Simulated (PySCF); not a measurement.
# C5H4F2O: the cost of one run

Programs: PySCF 2.14.0, with routines of our own; each step states its level. All values are computed. Atoms count from 0.

## 1. The starting structure

12 atoms, charge 0, multiplicity 1; geometry from: GFN2-xTB.

## 2. Geometry optimisation at PBE0-D3(BJ)/def2-SVP

Job settings and geometry (Å):

```
{"job": {"xc": "PBE0", "basis": "def2-SVP", "d3": "d3bj", "grid": 2, "kind": "geom"}, "charge": 0, "multiplicity": 1}
C     -2.332888    -0.262682    -0.201630
C     -1.037906    -0.342061     0.090766
F     -0.609644    -1.297376     0.936958
C     -0.005421     0.537808    -0.437399
F     -0.523755     1.459088    -1.273605
C      1.320797     0.576258    -0.233948
C      2.130590    -0.297024     0.613661
O      3.323899    -0.166120     0.720752
H     -2.702785     0.489551    -0.872673
H     -3.034011    -0.953371     0.230818
H      1.876176     1.345357    -0.756203
H      1.596146    -1.090115     1.156475
```

Command:

```sh
$ OMP_NUM_THREADS=1 python excited_run.py task.json out
```

One launch serves the whole session: the jobs run in the order shown.

Q: Estimate the wall time and peak memory of this first job on 1 thread of Arm Neoverse V1, shared host.

About 66 s, with a peak of 0.72 GiB.
